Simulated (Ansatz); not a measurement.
**C5H12Cl2Si2: one species, many methods**

How much do the methods differ for C5H12Cl2Si2? The plan is to run it at one geometry with functionals of several rungs and with coupled cluster. The yardstick is the atomisation energy at the CCSD(T) limit.

Program: Ansatz 0.2.0, Gaussian basis. Level of theory: functionals in def2-TZVPP, the program's frozen cores in correlated methods. These are calculated values, not measurements.

The runs, in order: LDA (SPW92), PBE-D4, revPBE-D4, BLYP-D4, r2SCAN-D4, B97M-V, PBE0-D4, B3LYP-D4, r2SCANh-D4, r2SCAN0-D4, HSE06-D4, BHLYP-D4, CAM-B3LYP-D4, LC-ωPBE, ωB97X-V, ωB97M-V, B2PLYP, PBE-QIDH; CCSD(T)/def2-SVP; CCSD(T)/def2-TZVPP; MP2/def2-QZVPP; extrapolation to the limit; RPA on PBE.

### Step 1. Structure used throughout

The geometry comes from an earlier relaxation with PBE0-D4 in a triple-zeta def2 set; it is a stationary point, not always the lowest conformer.

SMILES `C[SiH](C)/C=C/[Si](C)(Cl)Cl`, 21 atoms, charge 0, spin multiplicity 1.

Atoms are counted from 1 here; the program's logs count them from 0.

Bond lengths: C1–Si2 1.871 Å, C1–H10 1.093 Å, C1–H11 1.092 Å, C1–H12 1.093 Å, Si2–C3 1.871 Å, Si2–C4 1.872 Å, Si2–H13 1.491 Å, C3–H14 1.093 Å, C3–H15 1.093 Å, C3–H16 1.092 Å, C4–C5 1.338 Å, C4–H17 1.093 Å, C5–Si6 1.847 Å, C5–H18 1.090 Å, Si6–C7 1.850 Å, Si6–Cl8 2.058 Å, Si6–Cl9 2.058 Å, C7–H19 1.092 Å and more. Angles: Si2–C1–H10 110.9°, Si2–C1–H11 111.1°, Si2–C1–H12 110.8°, H10–C1–H11 108.0°, H10–C1–H12 107.8°, H11–C1–H12 108.1°, C1–Si2–C3 110.5°, C1–Si2–C4 109.9°, C1–Si2–H13 110.0°, C3–Si2–C4 109.9°, C3–Si2–H13 110.0°, C4–Si2–H13 106.4°, Si2–C3–H14 111.0°, Si2–C3–H15 110.7°, Si2–C3–H16 111.1°, H14–C3–H15 107.8°, H14–C3–H16 108.0°, H15–C3–H16 108.1° and more.

### Step 2. LDA

This LDA is Slater exchange with PW92 correlation.

Input file in.yaml:

```yaml
crystal:
  periodic: [false, false, false]
  atoms:
    - {symbol: C, position_ang: [-2.613429, -0.727145, -1.307997]}
    - {symbol: Si, position_ang: [-1.096834, 0.360893, -1.442525]}
    - {symbol: C, position_ang: [-0.143864, -0.030803, -3.004672]}
    - {symbol: C, position_ang: [0.000577, 0.109925, 0.053353]}
    - {symbol: C, position_ang: [0.322849, 1.081440, 0.914440]}
    - {symbol: Si, position_ang: [1.407073, 0.807926, 2.383924]}
    - {symbol: C, position_ang: [2.004413, -0.932515, 2.572468]}
    - {symbol: Cl, position_ang: [3.029662, 2.065425, 2.244705]}
    - {symbol: Cl, position_ang: [0.367224, 1.349883, 4.074597]}
    - {symbol: H, position_ang: [-2.334654, -1.783877, -1.274822]}
    - {symbol: H, position_ang: [-3.181779, -0.498676, -0.403757]}
    - {symbol: H, position_ang: [-3.271814, -0.582058, -2.168444]}
    - {symbol: H, position_ang: [-1.496747, 1.797560, -1.435463]}
    - {symbol: H, position_ang: [0.188888, -1.072304, -3.009048]}
    - {symbol: H, position_ang: [-0.768346, 0.124287, -3.888342]}
    - {symbol: H, position_ang: [0.738255, 0.606583, -3.096688]}
    - {symbol: H, position_ang: [0.401459, -0.890434, 0.233728]}
    - {symbol: H, position_ang: [-0.068624, 2.085743, 0.749446]}
    - {symbol: H, position_ang: [2.634152, -1.009138, 3.460778]}
    - {symbol: H, position_ang: [2.595041, -1.233560, 1.704379]}
    - {symbol: H, position_ang: [1.162199, -1.618556, 2.686838]}
basis:
  gaussian: {orbitals: def2-TZVPP}
hamiltonian: {xc: lda}
output: {orbitals: {seedname: orbitals}}
```

Further steps of the session: PBE-D4 (GGA); revPBE-D4 (GGA); BLYP-D4 (GGA); r2SCAN-D4 (meta-GGA); B97M-V (meta-GGA); PBE0-D4 (hybrid); B3LYP-D4 (hybrid); r2SCANh-D4 (hybrid); r2SCAN0-D4 (hybrid); HSE06-D4 (hybrid); BHLYP-D4 (hybrid); CAM-B3LYP-D4 (range-separated); LC-ωPBE (range-separated); ωB97X-V (range-separated); ωB97M-V (range-separated); B2PLYP (double hybrid); PBE-QIDH (double hybrid); CCSD(T) in def2-SVP; CCSD(T) in def2-TZVPP; MP2 in def2-QZVPP; RPA on PBE orbitals.

Q: Predict the results of all the runs planned. Wanted: atomisation energy, CCSD(T)/CBS; farthest beyond LDA; mean size of error, GGA; mean size of error, meta-GGA; mean size of error, hybrid; mean size of error, range-separated; mean size of error, double hybrid; gap, smallest and largest; T1 diagnostic.

**Answer**, as computed:

| quantity | value |
| --- | --- |
| atomisation energy, CCSD(T)/CBS | 83.957 eV |
| functionals within 0.420 eV (0.5 %) | r2SCAN-D4, PBE0-D4, B3LYP-D4, r2SCANh-D4, r2SCAN0-D4, CAM-B3LYP-D4, ωB97X-V, ωB97M-V, PBE-QIDH |
| farthest beyond LDA | BHLYP-D4 (-1.732 eV) |
| mean size of error, GGA | 0.808 eV |
| mean size of error, meta-GGA | 0.409 eV |
| mean size of error, hybrid | 0.531 eV |
| mean size of error, range-separated | 0.270 eV |
| mean size of error, double hybrid | 0.586 eV |
| gap, smallest and largest | 4.60 eV (LDA (SPW92)), 11.89 eV (LC-ωPBE) |
| T1 diagnostic | 0.0100 |
| triples share of the correlation energy | 4.2 % |

LDA overbinds by 10.538 eV (13 %). PBE-D4 is off by +1.160 eV. Double hybrids carry the basis error of their MP2 part in triple zeta, and no dispersion term here, so their miss is partly the set-up's. The rungs range-separated, meta-GGA miss on average by less than the doubt on the reference (0.420 eV), so they tie. Misses under about 0.420 eV are within the doubt on the reference itself, which lacks core-valence correlation, relativity and higher excitations. Hartree-Fock recovers 76 % of the binding; the rest is correlation. CCSD(T) in def2-SVP is off by -4.512 eV, more than most functionals: a good method in a small basis is no reference. Orbital gaps span 4.6 to 11.9 eV; exact exchange widens them.
